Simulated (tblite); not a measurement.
# C5H9BF2: the cost of one run

The runs use tblite 0.8.0 and PySCF 2.14.0, with density-fitted response routines of our own; the level of theory stands in each step. All values are computed, except where a source is named. Atoms count from 0, in the outputs and in this text.

## (1) The molecule as given

17 atoms, charge 0, multiplicity 1; geometry from: force field or distance geometry start.

Bonds of the start (Å): C0–C1 1.51, C1–F2 1.34, C1–C3 1.34, C3–C4 1.51, C4–C5 1.53, C4–B6 1.59, B6–F7 1.44, C0–H8 1.11, C0–H9 1.10, C0–H10 1.11, C3–H11 1.10, C4–H12 1.11, C5–H13 1.11, C5–H14 1.11, C5–H15 1.10, B6–H16 1.19.

## (2) Geometry optimisation with GFN2-xTB

Job settings and geometry (Å):

```
{"job": {"kind": "relax", "xc": "GFN2-xTB", "basis": "xTB"}, "charge": 0, "multiplicity": 1}
C      2.784100     0.406500     0.377600
C      1.355200     0.623300    -0.074800
F      1.067000     1.713600    -0.806400
C      0.401800    -0.255500     0.259600
C     -1.036600    -0.085800    -0.149600
C     -1.795500    -1.414600    -0.082900
B     -1.746100     1.008200     0.768800
F     -2.254900     2.230200     0.199900
H      3.166700    -0.552600    -0.026600
H      3.410500     1.236900     0.012800
H      2.822300     0.385300     1.486000
H      0.667200    -1.135000     0.867400
H     -1.074600     0.268000    -1.201800
H     -1.798300    -1.808200     0.957300
H     -2.841600    -1.275500    -0.426200
H     -1.304500    -2.163400    -0.725700
H     -1.829700     0.830400     1.941200
```

Command:

```sh
$ OMP_NUM_THREADS=1 python probes_run.py task.json out
```

One launch serves the whole session: the jobs run in the order shown.

Q: Estimate the wall time and peak memory of this first job on 1 thread of Arm Neoverse N1, shared host.

About 1.3 s, with a peak of 0.18 GiB.
